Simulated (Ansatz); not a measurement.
# C4H13NSi: the cost of one run

Program: Ansatz 0.2.0, Gaussian basis. Level of theory: the settings change from run to run. These are calculated values, not measurements.

1 further run of the same task is left out (it didn't finish). Runs told in other sessions of the task aren't counted.

## 1. The relaxed structure

The geometry comes from an earlier relaxation with PBE0-D4 in a triple-zeta def2 set; it is a stationary point, not always the lowest conformer.

SMILES `CC(C)N(C)[SiH3]`, 19 atoms, charge 0, spin multiplicity 1.

Atoms are counted from 1 here; the program's logs count them from 0.

Bond lengths: C1–C2 1.523 Å, C1–H7 1.092 Å, C1–H8 1.093 Å, C1–H9 1.092 Å, C2–C3 1.525 Å, C2–N4 1.460 Å, C2–H10 1.097 Å, C3–H11 1.093 Å, C3–H12 1.092 Å, C3–H13 1.093 Å, N4–C5 1.445 Å, N4–Si6 1.716 Å, C5–H14 1.092 Å, C5–H15 1.099 Å, C5–H16 1.095 Å, Si6–H17 1.487 Å, Si6–H18 1.498 Å, Si6–H19 1.487 Å. Angles: C2–C1–H7 110.3°, C2–C1–H8 111.6°, C2–C1–H9 110.7°, H7–C1–H8 107.2°, H7–C1–H9 108.5°, H8–C1–H9 108.4°, C1–C2–C3 111.2°, C1–C2–N4 111.9°, C1–C2–H10 107.1°, C3–C2–N4 113.0°, C3–C2–H10 107.5°, N4–C2–H10 105.8°, C2–C3–H11 111.3°, C2–C3–H12 111.0°, C2–C3–H13 110.6°, H11–C3–H12 108.1°, H11–C3–H13 107.4°, H12–C3–H13 108.2° and more.

## 2. PBE-QIDH/def2-SVPD

in.yaml reads:

```yaml
crystal:
  periodic: [false, false, false]
  atoms:
    - {symbol: C, position_ang: [-0.962543, -1.622024, -0.582108]}
    - {symbol: C, position_ang: [-0.155562, -0.338235, -0.722666]}
    - {symbol: C, position_ang: [1.290756, -0.635096, -1.105213]}
    - {symbol: N, position_ang: [-0.270782, 0.508802, 0.461035]}
    - {symbol: C, position_ang: [0.247591, -0.021851, 1.701584]}
    - {symbol: Si, position_ang: [-0.488317, 2.201424, 0.278198]}
    - {symbol: H, position_ang: [-0.970657, -2.169142, -1.527590]}
    - {symbol: H, position_ang: [-0.534929, -2.286418, 0.173007]}
    - {symbol: H, position_ang: [-1.993768, -1.400245, -0.300998]}
    - {symbol: H, position_ang: [-0.602908, 0.234678, -1.544168]}
    - {symbol: H, position_ang: [1.784731, -1.246156, -0.345217]}
    - {symbol: H, position_ang: [1.862232, 0.288430, -1.223500]}
    - {symbol: H, position_ang: [1.334114, -1.186596, -2.047477]}
    - {symbol: H, position_ang: [0.022217, 0.668989, 2.517236]}
    - {symbol: H, position_ang: [1.335652, -0.173664, 1.692791]}
    - {symbol: H, position_ang: [-0.221556, -0.978217, 1.954063]}
    - {symbol: H, position_ang: [-1.440461, 2.428163, -0.841920]}
    - {symbol: H, position_ang: [0.750080, 2.983111, -0.036030]}
    - {symbol: H, position_ang: [-1.027688, 2.739649, 1.555676]}
basis:
  gaussian: {orbitals: def2-SVPD}
hamiltonian: {xc: {name: PBE-QIDH}}
output: {forces: true}
```

Run with:

```bash
> ansatz run in.yaml --threads 4 --pin off --events-out ev --progress --plain --max-ram 11315MiB
```

Q: Estimate wall time and peak memory on 4 threads of Arm Neoverse V2, shared host.

About 22 s, with a peak of 0.96 GiB.
